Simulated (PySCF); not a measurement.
# C2H8Ge2: NMR shifts and spin-spin couplings

Aim: predict the NMR shifts and spin-spin couplings of C2H8Ge2 (`C=[CH][GeH2][GeH3]`).

The runs use PySCF 2.14.0, with density-fitted response routines of our own; the level of theory stands in each step. All values are computed, except where a source is named. Atoms count from 0, in the outputs and in this text.

## (1) The starting structure

12 atoms, charge 0, multiplicity 1; geometry from: GFN2-xTB.

Bonds of the start (Å): C0–C1 1.32, C1–Ge2 1.95, Ge2–Ge3 2.38, C0–H4 1.08, C0–H5 1.08, C1–H6 1.08, Ge2–H7 1.51, Ge2–H8 1.51, Ge3–H9 1.50, Ge3–H10 1.50, Ge3–H11 1.50.

## (2) Shielding tensors: PBE0/pcSseg-1

Job settings and geometry (Å):

```
{"job": {"kind": "nmr", "xc": "PBE0", "basis": "pcSseg-1"}, "charge": 0, "multiplicity": 1}
C      1.727149    -1.107847     0.189335
C      1.582973     0.153723     0.558743
Ge    -0.114457     1.115896     0.477114
Ge    -1.877016    -0.144154    -0.503587
H      2.671171    -1.630128     0.241543
H      0.891034    -1.681208    -0.188128
H      2.441371     0.698278     0.932578
H      0.121054     2.418462    -0.252472
H     -0.463618     1.567386     1.876182
H     -1.426919    -1.095101    -1.573653
H     -2.920323     0.700219    -1.169182
H     -2.631221    -0.996211     0.473757
```

Method: GIAO PBE0/pcSseg-1 NMR shielding, non-relativistic, gas phase.

Log:

```text
coarse grid: 44968 points
cycle   1  E = -4233.8316825054  dE = -1.158e+00  |g| = 1.184e+00  |ddm| = 3.257e+00
cycle   2  E = -4233.8010925361  dE =  3.059e-02  |g| = 1.155e+00  |ddm| = 1.028e+00
cycle   3  E = -4233.9169103843  dE = -1.158e-01  |g| = 1.097e-01  |ddm| = 6.850e-01
cycle   4  E = -4233.9185502918  dE = -1.640e-03  |g| = 3.067e-02  |ddm| = 1.053e-01
cycle   5  E = -4233.9187852949  dE = -2.350e-04  |g| = 9.081e-03  |ddm| = 2.909e-02
cycle   6  E = -4233.9188061309  dE = -2.084e-05  |g| = 2.179e-03  |ddm| = 9.213e-03
cycle   7  E = -4233.9188072546  dE = -1.124e-06  |g| = 6.012e-04  |ddm| = 1.884e-03
final grid: 91472 points
cycle   8  E = -4233.9188069286  dE = -1.998e-08  |g| = 7.300e-04  |ddm| = 1.757e-03
cycle   9  E = -4233.9188068891  dE =  3.945e-08  |g| = 9.460e-04  |ddm| = 1.112e-03
cycle  10  E = -4233.9188069964  dE = -1.073e-07  |g| = 8.882e-05  |ddm| = 5.919e-04
cycle  11  E = -4233.9188069985  dE = -2.114e-09  |g| = 1.990e-05  |ddm| = 8.606e-05
cycle  12  E = -4233.9188069986  dE = -8.549e-11  |g| = 1.470e-06  |ddm| = 1.616e-05
converged SCF energy = -4233.9188069986

GIAO shielding tensors (ppm)
atom      isotropic    diamagn.    paramagn.     s11        s22        s33       span
  0 C       43.856     255.893    -212.037    -80.035     52.410    159.192    239.227
  1 C       46.280     259.377    -213.097    -67.769     32.713    173.895    241.663
  2 Ge    1568.105    2754.633   -1186.528   1450.490   1557.550   1696.276    245.787
  3 Ge    1707.056    2755.862   -1048.806   1678.886   1709.905   1732.377     53.491
  4 H       25.212      28.874      -3.662     22.424     24.132     29.080      6.656
  5 H       25.565      33.171      -7.606     22.337     23.216     31.141      8.804
  6 H       25.021      30.481      -5.460     23.184     23.706     28.173      4.988
  7 H       27.550      29.001      -1.451     20.561     22.509     39.581     19.021
  8 H       27.525      28.888      -1.363     20.749     22.314     39.513     18.764
  9 H       28.387      29.434      -1.047     21.304     23.293     40.563     19.258
 10 H       28.549      28.768      -0.219     21.616     22.643     41.389     19.773
 11 H       28.490      29.043      -0.553     21.660     22.604     41.205     19.545
```

Run time: 19 s. Hardware: 1 thread, shared host.

The references, computed at this level on geometries of the same kind, shield at (ppm): 1H TMS 31.72, 13C TMS 186.9, 73Ge GeMe4 1331. Their shielding less the atom's gives the shift. The references are single molecules in the gas phase. Atoms listed in one row are averaged.

```csv
atoms,environment,σ (ppm),δ (ppm)
C0,terminal =CH2 carbon,43.9,143.1
C1,alkene CH,46.3,140.6
H6,hydrogen on an alkene CH,25.02,6.70
H4,hydrogen on a terminal =CH2 carbon,25.21,6.50
H5,hydrogen on a terminal =CH2 carbon,25.56,6.15
"H7, H8","hydrogen on a germanium bonded to C, Ge",27.54,4.18
"H9, H10, H11",hydrogen on a germanium bonded to Ge,28.48,3.24
Ge2,"germanium bonded to C, Ge, 2 H",1568,-237
Ge3,"germanium bonded to Ge, 3 H",1707,-376
```

Charges from the same density, by scheme (e):

```csv
atoms,Mulliken,IAO,Hirshfeld,ESP fit
C0,-0.13,-0.28,-0.09,-0.36
C1,-0.50,-0.37,-0.13,-0.22
Ge2,0.28,0.38,0.24,0.24
Ge3,-0.04,0.19,0.20,0.12
```

Mayer bond orders: C0–C1 1.96, C1–Ge2 0.89, Ge2–Ge3 0.92.

## (3) Indirect couplings: B3LYP/pcSseg-1+pcJ-1

Settings changed since step 2:

```diff
@@ -1,2 +1,2 @@
-{"job": {"kind": "nmr", "xc": "PBE0", "basis": "pcSseg-1"}, "charge": 0, "multiplicity": 1}
+{"job": {"kind": "j", "xc": "B3LYP", "basis": "pcJ-1"}, "charge": 0, "multiplicity": 1}
 C      1.727149    -1.107847     0.189335
```

Method: B3LYP/pcJ-1 Ge:pcSseg-1 indirect spin-spin coupling, non-relativistic, gas phase.

Log:

```text
coarse grid: 44968 points
cycle   1  E = -4234.5719946744  dE = -1.161e+00  |g| = 1.283e+00  |ddm| = 3.032e+00
cycle   2  E = -4234.5153846400  dE =  5.661e-02  |g| = 1.326e+00  |ddm| = 1.176e+00
cycle   3  E = -4234.6754497875  dE = -1.601e-01  |g| = 1.297e-01  |ddm| = 8.188e-01
cycle   4  E = -4234.6779692901  dE = -2.520e-03  |g| = 4.958e-02  |ddm| = 1.411e-01
cycle   5  E = -4234.6785703976  dE = -6.011e-04  |g| = 1.395e-02  |ddm| = 4.404e-02
cycle   6  E = -4234.6786211394  dE = -5.074e-05  |g| = 3.084e-03  |ddm| = 1.340e-02
cycle   7  E = -4234.6786231559  dE = -2.016e-06  |g| = 8.190e-04  |ddm| = 2.605e-03
final grid: 91472 points
cycle   8  E = -4234.6786213354  dE = -1.473e-08  |g| = 1.040e-03  |ddm| = 2.376e-03
cycle   9  E = -4234.6786212394  dE =  9.599e-08  |g| = 1.414e-03  |ddm| = 1.854e-03
cycle  10  E = -4234.6786215020  dE = -2.626e-07  |g| = 1.397e-04  |ddm| = 9.463e-04
cycle  11  E = -4234.6786215072  dE = -5.153e-09  |g| = 4.347e-05  |ddm| = 1.461e-04
cycle  12  E = -4234.6786215076  dE = -4.584e-10  |g| = 1.969e-06  |ddm| = 3.142e-05
converged SCF energy = -4234.6786215076

Indirect spin-spin couplings (Hz)
  i      j    bonds     total        FC       PSO       DSO        SD
  0 C    1 C    1     71.353    81.364   -10.228     0.217         -
  0 C    4 H    1    165.319   164.403     0.264     0.652         -
  0 C    5 H    1    162.329   161.219     0.305     0.805         -
  0 C    6 H    2     -3.458    -1.667    -1.403    -0.387         -
  0 C    7 H    3      5.653     6.013     0.210    -0.570         -
  0 C    8 H    3      4.557     4.890     0.188    -0.521         -
  0 C    9 H    4      0.617     0.505    -0.134     0.246         -
  0 C   10 H    4      0.390     0.816     0.134    -0.560         -
  0 C   11 H    4     -0.213    -0.083     0.000    -0.130         -
  1 C    4 H    2     -1.291     0.359    -1.264    -0.385         -
  1 C    5 H    2     -0.434     1.145    -1.359    -0.221         -
  1 C    6 H    1    162.519   161.322     0.067     1.129         -
  1 C    7 H    2      4.537     4.961     0.031    -0.455         -
  1 C    8 H    2      3.868     4.274     0.049    -0.455         -
  1 C    9 H    3     -0.541    -0.448    -0.055    -0.038         -
  1 C   10 H    3      6.176     6.729     0.147    -0.700         -
  1 C   11 H    3      0.057     0.357     0.048    -0.348         -
  4 H    5 H    2      2.121     1.394     3.708    -2.981         -
  4 H    6 H    3     14.141    14.224     0.287    -0.370         -
  4 H    7 H    4     -0.207     0.482     1.050    -1.739         -
  4 H    8 H    4     -1.086    -0.443     1.038    -1.680         -
  4 H    9 H    5      0.310    -0.048     0.494    -0.136         -
  4 H   10 H    5     -1.127    -0.094     0.822    -1.854         -
  4 H   11 H    5     -0.243     0.042     0.623    -0.908         -
  5 H    6 H    3     20.933    21.023     2.758    -2.848         -
  5 H    7 H    4     -2.232    -0.736     0.797    -2.293         -
  5 H    8 H    4     -2.542    -1.240     0.685    -1.987         -
  5 H    9 H    5      1.345    -0.147    -1.506     2.998         -
  5 H   10 H    5     -2.146    -0.158     0.489    -2.477         -
  6 H    7 H    3      0.292     0.454     0.284    -0.446         -
  6 H    8 H    3      0.126     0.426     0.399    -0.699         -
  6 H    9 H    4     -0.784    -0.372     0.851    -1.262         -
  6 H   10 H    4      0.273     1.604     0.884    -2.215         -
  6 H   11 H    4     -0.353     0.519     0.848    -1.721         -
  7 H    8 H    2     -1.021     1.157     0.889    -3.068         -
  7 H    9 H    3     -1.602    -0.053     0.581    -2.130         -
  7 H   10 H    3      0.064     0.221     0.069    -0.226         -
  7 H   11 H    3     12.087    14.919     1.050    -3.882         -
  8 H    9 H    3     10.885    13.780     1.081    -3.976         -
  8 H   10 H    3     -0.742     0.669     0.536    -1.948         -
  8 H   11 H    3      0.111     0.349     0.090    -0.328         -
  9 H   10 H    2     -2.908    -0.410     1.079    -3.577         -
  9 H   11 H    2     -1.395     1.148     1.082    -3.624         -
 10 H   11 H    2     -1.458     1.137     1.134    -3.729         -
```

Run time: 47 s. Hardware: 1 thread, shared host.

Couplings of 1 Hz or more, nine at most for each number of bonds, with means over like pairs (isotopes 13C, 1H):

```csv
pair,bonds,J (Hz),Fermi contact (Hz),dihedral (°)
C0–H4,1,165.3,164.4,–
C1–H6,1,162.5,161.3,–
C0–H5,1,162.3,161.2,–
C0–C1,1,71.4,81.4,–
C1–H7,2,4.2,4.6,–
C0–H6,2,-3.5,-1.7,–
H4–H5,2,2.1,1.4,–
H9–H10,2,-1.9,0.6,–
C1–H4,2,-1.3,0.4,–
H7–H8,2,-1.0,1.2,–
H5–H6,3,20.9,21.0,180
H4–H6,3,14.1,14.2,0
C0–H7,3,5.1,5.5,-129
H7–H9,3,3.5,5.0,–
C1–H9,3,1.9,2.2,–
H5–H7,4,-2.4,-1.0,–
```

The spin-dipole term was not solved, so all couplings lack that part.

The response was solved for the nuclei of C, H alone, so couplings that need other nuclei can be missing.

Quadrupole couplings from the field gradients of the same density:

```csv
atom,isotope,eQq/h (MHz),η
Ge2,73Ge,-15.0,0.26
Ge3,73Ge,-5.915,0.27
```

Joined with the shifts from before (PBE0/pcSseg-1, unscaled), the couplings predict the line list below for 400 MHz.

1H NMR δ 6.70 (dd, J = 20.9, 14.1 Hz, 1H), 6.50 (dd, J = 14.1, 2.1 Hz, 1H), 6.15 (dq, J = 20.9, 2.3 Hz, 1H), 4.18 (qd, J = 3.5, 2.4 Hz, 2H), 3.24 (t, J = 3.5 Hz, 3H). The letters are first-order; like nuclei with unlike couplings give more lines.

## (4) Outcome

```
                                                              quantity                             value
                                13C shifts against TMS (PBE0/pcSseg-1)                  143.1, 140.6 ppm
1H shifts against TMS (PBE0/pcSseg-1, means over atoms taken as alike)  6.70, 6.50, 6.15, 4.18, 3.24 ppm
                             73Ge shifts against GeMe4 (PBE0/pcSseg-1)                    -237, -376 ppm
                  largest coupling of the table (B3LYP/pcSseg-1+pcJ-1)           1J(C,H) C0–H4, 165.3 Hz
```

The most deshielded carbon is C0 (terminal =CH2 carbon), at 143.1 ppm: the olefinic region. H6 (hydrogen on an alkene CH) lies farthest downfield among hydrogen, at 6.70 ppm; olefinic region. Of the pairs tabulated at B3LYP/pcSseg-1+pcJ-1, C0–H4 couples most strongly (165.3 Hz; Fermi contact 164.4 Hz). Couplings across rotatable bonds belong to this one conformer; where others are populated, the observed values are averages. Spin-orbit coupling is left out, which matters for shieldings and couplings at and beside the heavy atoms.
